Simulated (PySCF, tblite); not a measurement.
# C5H8FGe radical: geometry, infrared bands and EPR parameters

What infrared bands and EPR parameters should C5H8FGe radical (`F[CH]C1=C[CH2][GeH2][CH2]1`) show?

The runs use tblite 0.8.0 and PySCF 2.14.0, with density-fitted response routines of our own; the level of theory stands in each step. All values are computed, except where a source is named. Atoms are numbered from 0 throughout.

**1. The starting structure**

15 atoms, charge 0, multiplicity 2; geometry from: force field or distance geometry start.

Bonds of the start (Å): F0–C1 1.39, C1–C2 1.53, C2–C3 1.28, C3–C4 1.48, C4–Ge5 1.98, Ge5–C6 1.96, C6–C2 1.48, C1–H7 1.09, C3–H8 1.14, C4–H9 1.11, C4–H10 1.10, Ge5–H11 1.53, Ge5–H12 1.53, C6–H13 1.11, C6–H14 1.10.

**2. Optimising the geometry with GFN2-xTB**

The job: settings as JSON, then the geometry in Å.

```
{"job": {"kind": "relax", "xc": "GFN2-xTB", "basis": "xTB"}, "charge": 0, "multiplicity": 2}
F      2.886800     0.346800     0.543600
C      2.289800    -0.719100    -0.125600
C      0.803400    -0.357800    -0.121000
C     -0.099700    -1.230900     0.107600
C     -1.531700    -0.870900     0.112400
Ge    -1.312600     1.060300     0.473100
C      0.424100     1.042000    -0.425700
H      2.627700    -0.815700    -1.161800
H      0.176300    -2.312800     0.341700
H     -2.028400    -0.973600    -0.871200
H     -2.108900    -1.350300     0.918500
H     -1.193800     1.359000     1.965400
H     -2.367200     1.895000    -0.261600
H      1.123900     1.783700     0.000800
H      0.305800     1.152100    -1.518100
```

Launch:

```bash
OMP_NUM_THREADS=1 python probes_run.py task.json out
```

The driver reads the jobs from task.json and runs them one after another.

Log:

```text
step      E/eV     max force
  0    -579.45133    5.084
  1    -579.76332    3.530
  2    -579.93887    1.220
  3    -580.03659    1.077
  4    -580.09878    1.089
  5    -580.14763    0.482
  6    -580.16908    0.422
  7    -580.20062    0.571
  8    -580.22658    0.506
  9    -580.25135    0.425
 10    -580.27524    0.438
 11    -580.30620    0.597
 12    -580.35034    0.724
 13    -580.40975    0.878
 14    -580.48288    0.889
 15    -580.56232    0.882
 16    -580.58939    1.485
 17    -580.64128    1.305
 18    -580.70577    0.743
 19    -580.76834    0.421
 20    -580.84082    0.559
 21    -580.86715    0.489
 22    -580.89354    0.344
 23    -580.91444    0.384
 24    -580.93373    0.408
 25    -580.94519    0.278
 26    -580.95199    0.238
 27    -580.95512    0.167
 28    -580.95862    0.145
 29    -580.96029    0.093
 30    -580.96120    0.068
 31    -580.96194    0.077
 32    -580.96291    0.094
 33    -580.96380    0.086
 34    -580.96443    0.065
 35    -580.96491    0.069
 36    -580.96545    0.068
 37    -580.96613    0.088
 38    -580.96679    0.067
 39    -580.96722    0.049
 40    -580.96745    0.035
 41    -580.96765    0.036
 42    -580.96786    0.036
 43    -580.96809    0.040
 44    -580.96828    0.035
 45    -580.96841    0.029
 46    -580.96850    0.024
 47    -580.96859    0.029
 48    -580.96869    0.036
 49    -580.96880    0.033
 50    -580.96890    0.027
 51    -580.96899    0.024
 52    -580.96910    0.028
 53    -580.96920    0.027
 54    -580.96929    0.017
 55    -580.96935    0.017
 56    -580.96941    0.019
 57    -580.96948    0.024
 58    -580.96956    0.028
 59    -580.96963    0.023
 60    -580.96969    0.021
 61    -580.96975    0.023
 62    -580.96984    0.033
 63    -580.96993    0.035
 64    -580.96999    0.024
 65    -580.97004    0.015
 66    -580.97007    0.017
 67    -580.97011    0.017
 68    -580.97014    0.016
 69    -580.97016    0.009
```

Wall time 0.45 s (1 thread of Arm Neoverse V1, shared host).

The steps of the relaxation: (not every step is listed)

```tsv
step	energy from step 0 (eV)	largest force (eV/Å)
0	0.0000	5.0840
1	-0.3120	3.5300
2	-0.4875	1.2203
3	-0.5853	1.0772
4	-0.6475	1.0893
5	-0.6963	0.4817
6	-0.7178	0.4220
7	-0.7493	0.5712
8	-0.7753	0.5059
13	-0.9584	0.8777
18	-1.2544	0.7428
23	-1.4631	0.3837
28	-1.5073	0.1451
33	-1.5125	0.0858
38	-1.5155	0.0669
43	-1.5168	0.0398
48	-1.5174	0.0357
53	-1.5179	0.0272
58	-1.5182	0.0276
63	-1.5186	0.0348
64	-1.5187	0.0236
65	-1.5187	0.0154
66	-1.5187	0.0167
67	-1.5188	0.0171
68	-1.5188	0.0161
69	-1.5188	0.0086
```

Distances of close pairs at the start and the end, largest changes first:

```tsv
bond	before (Å)	after (Å)	change (Å)
C1–C2	1.530	1.370	-0.160
C2–C3	1.277	1.383	+0.106
C3–H8	1.141	1.079	-0.062
F0–C1	1.393	1.347	-0.046
Ge5–H12	1.533	1.506	-0.027
C2–C6	1.482	1.508	+0.026
Ge5–C6	1.956	1.978	+0.022
Ge5–H11	1.527	1.505	-0.022
```

The next job starts from the end point, and lists it.

**3. Harmonic vibrations with GFN2-xTB**

The job: settings as JSON, then the geometry in Å.

```
{"job": {"kind": "ir", "xc": "GFN2-xTB", "basis": "xTB"}, "charge": 0, "multiplicity": 2}
F      3.130165     0.417348    -0.469304
C      2.216823    -0.555734    -0.284244
C      0.882477    -0.263941    -0.176770
C     -0.070669    -1.246014     0.023601
C     -1.504058    -0.871990     0.118293
Ge    -1.422148     1.078344     0.485304
C      0.405438     1.164287    -0.265249
H      2.655354    -1.538760    -0.234213
H      0.220314    -2.281833     0.103644
H     -2.006062    -1.042892    -0.840913
H     -2.028775    -1.483642     0.853086
H     -1.496454     1.410918     1.950884
H     -2.459004     1.914383    -0.216712
H      1.096975     1.834417     0.243048
H      0.375212     1.473099    -1.312367
```

Log:

```text
mode    cm-1     km/mol
  1      65.3      0.94
  2     135.4      0.56
  3     168.2      4.57
  4     252.1      5.14
  5     299.2      8.79
  6     402.4     28.43
  7     430.9      6.38
  8     464.6     13.02
  9     508.6      1.49
 10     526.9     14.17
 11     598.4     99.59
 12     602.5      1.78
 13     631.1     33.50
 14     677.8     12.59
 15     718.6     44.25
 16     742.3     75.97
 17     767.4     40.43
 18     834.5    228.13
 19     874.4      9.72
 20    1033.8     51.05
 21    1059.6     43.68
 22    1088.7     27.90
 23    1101.4     71.32
 24    1168.9     26.08
 25    1176.2     17.61
 26    1198.9      7.93
 27    1284.3     11.44
 28    1417.3     19.73
 29    1435.4      5.40
 30    1454.5      4.22
 31    1485.5    103.65
 32    1936.2    285.01
 33    2006.8    527.46
 34    2878.0     30.37
 35    2947.8     26.41
 36    2964.7     29.11
 37    2994.7     13.72
 38    3081.9     40.45
 39    3100.2     41.67
```

Wall time 0.48 s (1 thread of Arm Neoverse V1, shared host).

The strongest bands and the atoms that carry them (share of the mass-weighted mode):

```tsv
cm⁻¹	km/mol	atoms
598	99.6	H12 45 %, H11 40 %
742	76.0	C4 26 %, H10 24 %, H9 23 %
834	228.1	H11 48 %, H12 46 %
1034	51.0	H10 35 %, H8 15 %, C4 15 %, C3 13 %
1101	71.3	H14 32 %, C1 20 %, F0 15 %
1486	103.7	C2 46 %, C1 43 %
1936	285.0	H12 57 %, H11 42 %
2007	527.5	H11 56 %, H12 42 %
```

**4. EPR parameters: B3LYP/def2-TZVP-core+pcH-1**

The job, as its differences from that of step 3:

```diff
@@ -1,2 +1,2 @@
-{"job": {"kind": "ir", "xc": "GFN2-xTB", "basis": "xTB"}, "charge": 0, "multiplicity": 2}
+{"job": {"kind": "epr", "basis": "pcH-1"}, "charge": 0, "multiplicity": 2}
 F      3.130165     0.417348    -0.469304
```

Level: UKS B3LYP, def2-TZVP-core on Ge, pcH-1 on C F H, non-relativistic, mean-field spin-orbit, GIAO.

Log:

```text
UKS, coarse grid
  cycle   1  E = -2372.07690218  |g| = 1.37e+00
  cycle   2  E = -2371.94907675  |g| = 1.05e+00
  cycle   3  E = -2372.13920093  |g| = 4.39e-01
  cycle   4  E = -2372.19832983  |g| = 1.41e-01
  cycle   5  E = -2372.20769852  |g| = 2.16e-02
  cycle   6  E = -2372.20791710  |g| = 1.21e-02
  cycle   7  E = -2372.20799011  |g| = 3.50e-03
  cycle   8  E = -2372.20800405  |g| = 1.47e-03
  cycle   9  E = -2372.20800634  |g| = 8.74e-04
UKS, final grid
  cycle   1  E = -2372.20804348  |g| = 1.14e-03
  cycle   2  E = -2372.20804280  |g| = 1.72e-03
  cycle   3  E = -2372.20804402  |g| = 1.24e-04
  cycle   4  E = -2372.20804403  |g| = 4.46e-05
  cycle   5  E = -2372.20804403  |g| = 1.94e-05
E = -2372.20804403 Eh   <S^2> = 0.7759 (exact 0.7500)
g shifts (ppm)      1          2          3
  rmc          -180       -180       -180
  gc             -1         39         35
  oz_so         306       1627       2300
  total         124       1485       2155
hyperfine (MHz)  atom isotope    a_iso     a_fc   dipolar eigenvalues
    0   19F      98.83      98.49   -184.94   -155.42    340.36
    1   13C      62.47      62.41    -54.16    -53.76    107.92
    2   13C     -49.13     -49.16    -28.53     11.86     16.67
    3   13C      55.90      55.99    -51.65    -50.36    102.01
    4   13C     -22.92     -22.93     -1.72      0.84      0.88
    5  73Ge      -2.97      -3.02     -0.96      0.42      0.54
    6   13C       4.79       4.80     -1.09     -0.02      1.11
    7    1H     -43.44     -43.47    -22.13     -2.37     24.50
    8    1H     -39.10     -39.10    -21.11     -1.90     23.01
    9    1H     105.37     105.37     -3.82     -2.16      5.98
   10    1H      38.18      38.17     -3.14     -2.49      5.63
   11    1H      -0.89      -0.89     -1.19     -0.80      1.98
   12    1H       1.57       1.56     -0.84     -0.63      1.47
   13    1H      -9.35      -9.35     -2.16     -1.26      3.42
   14    1H     -21.68     -21.69     -2.27     -0.38      2.65
```

Run time: 3 min. Hardware: 1 thread of Arm Neoverse V1, shared host; peak memory 1.3 GiB.

Principal g values 2.00244, 2.00380, 2.00447; g(iso) = 2.00357, against 2.00232 for a free electron.

Hyperfine couplings; where a row names several nuclei, a(iso) is their mean (it holds for fast rotation or exchange) and the dipolar term the largest among them:

```tsv
nuclei	isotope	a(iso) (MHz)	a(iso) (G, at g = 2.0023)	largest dipolar term (MHz)
F0	19F	98.8	35.3	340.4
H9, H10	1H	71.8	25.6	6.0
C1	13C	62.5	22.3	107.9
C3	13C	55.9	19.9	102.0
C2	13C	-49.1	-17.5	-28.5
H7	1H	-43.4	-15.5	24.5
H8	1H	-39.1	-14.0	23.0
C4	13C	-22.9	-8.2	-1.7
H13, H14	1H	-15.5	-5.5	3.4
C6	13C	4.8	1.7	1.1
Ge5	73Ge	-3.0	-1.1	-1.0
H11, H12	1H	0.3	0.1	2.0
```

Mulliken spin populations:

F0 0.05; C1 0.60; C2 -0.24; C3 0.64; C4 -0.05; Ge5 0.01; C6 0.01; H7 -0.03; H8 -0.03; H9 0.04; H10 0.02; H11 0.00; H12 0.00; H13 0.00; H14 -0.01

In first order the couplings over 0.8 MHz of 19F, 1H give 72 distinct lines over 127.0 G, if the averaged nuclei exchange fast.

Orbitals, density, ELF and potential are computed afterwards from the orbital file.

ELF in a plane through or near 9 of the atoms.

Values, 10 rows by 14 columns:
```
0.00 0.00 0.00 0.00 0.00 0.00 0.00 0.00 0.00 0.00 0.00 0.00 0.00 0.00
0.00 0.00 0.00 0.00 0.00 0.02 0.11 0.00 0.00 0.00 0.00 0.00 0.00 0.00
0.00 0.00 0.00 0.01 0.00 0.92 0.99 0.34 0.13 0.69 0.29 0.00 0.00 0.00
0.00 0.00 0.45 0.99 0.37 0.38 0.94 0.60 0.63 0.94 0.53 0.01 0.00 0.00
0.00 0.00 0.20 0.99 0.69 0.46 0.91 0.59 0.55 0.77 0.23 0.01 0.00 0.00
0.00 0.01 0.33 0.61 0.26 0.67 0.57 0.30 0.17 0.38 0.30 0.11 0.01 0.00
0.00 0.03 0.51 0.72 0.64 0.19 0.56 0.63 0.21 0.34 0.85 0.79 0.14 0.00
0.00 0.00 0.02 0.16 0.03 0.79 0.97 0.42 0.20 0.23 0.72 0.53 0.03 0.00
0.00 0.00 0.00 0.00 0.00 0.08 0.18 0.02 0.00 0.01 0.02 0.00 0.00 0.00
0.00 0.00 0.00 0.00 0.00 0.00 0.00 0.00 0.00 0.00 0.00 0.00 0.00 0.00
```
The map spans 11.3 Å across and 9.6 Å up, centred on the molecule. Atoms in the plane (x, y in Å): F0 (-3.0, -1.0), C1 (-2.3, 0.1), C2 (-0.9, 0.1), C3 (-0.2, 1.2), C4 (1.3, 1.1), Ge5 (1.7, -0.8), C6 (-0.2, -1.2), H7 (-2.9, 1.0), H8 (-0.6, 2.2).

log10 of the density (e/Å³) in the same plane.

Ten even steps from '0' (-4.0) to '9' (2.0):
```
0000000000000000000000000000
0000000000000000000000000000
0000000001122211111100000000
0000000012333332222211000000
0000011123445544444432100000
0001123333556654555542100000
0012344444556766666543210000
0012346654556976776543210000
0012356766667766676543210000
0012356797777655666543221000
0023466776677655677654322100
0024578765666666799755432100
0024568764566766677665432100
0013456654566665555555432100
0001234433456554444444321000
0000012223444443333333211000
0000000011223322222221100000
0000000000111111111110000000
0000000000000000000000000000
0000000000000000000000000000
```
The map spans 11.3 Å across and 9.6 Å up, centred on the molecule. Atoms in the plane (x, y in Å): F0 (-3.0, -1.0), C1 (-2.3, 0.1), C2 (-0.9, 0.1), C3 (-0.2, 1.2), C4 (1.3, 1.1), Ge5 (1.7, -0.8), C6 (-0.2, -1.2), H7 (-2.9, 1.0), H8 (-0.6, 2.2).

On the surface of density 0.002 e/bohr³ the electrostatic potential runs, from the 1st to the 99th percentile, from -0.82 V near F0 to 1.06 V near H7.

The spin density lies nearest to C1, C3 about 33 % each; C2 10 % (beta excess); F0 6 %.

**5. Results**

```
                                 quantity                  value
strongest single infrared mode (GFN2-xTB)  2007 cm⁻¹, 527 km/mol
             zero-point energy (GFN2-xTB)          66.5 kcal/mol
                           g(iso) (B3LYP)                2.00357
                                     ⟨S²⟩     0.776 (exact 0.75)
       largest a(iso) (averaged by class)    19F on F0, 98.8 MHz
    surface potential, 1st and 99th percentile     -0.82 V and 1.06 V
```

In words: Over 69 steps the energy fell by 1.519 eV; of the close pairs, C1–C2 changed most, 1.530 to 1.370 Å. No mode is imaginary among the 39: a minimum at this level. The strongest single mode, at 2007 cm⁻¹, moves mainly H11 and H12. GFN2-xTB is a fitted tight-binding method: band positions and strengths are rough. Its intensities can rank the bands wrongly. The largest spin populations lie on C3 (0.64 e), C1 (0.60 e). The isotropic g lies 1.3 ppt above the free-electron value. The hyperfine terms hold no scalar relativity, which the heavier nuclei need.
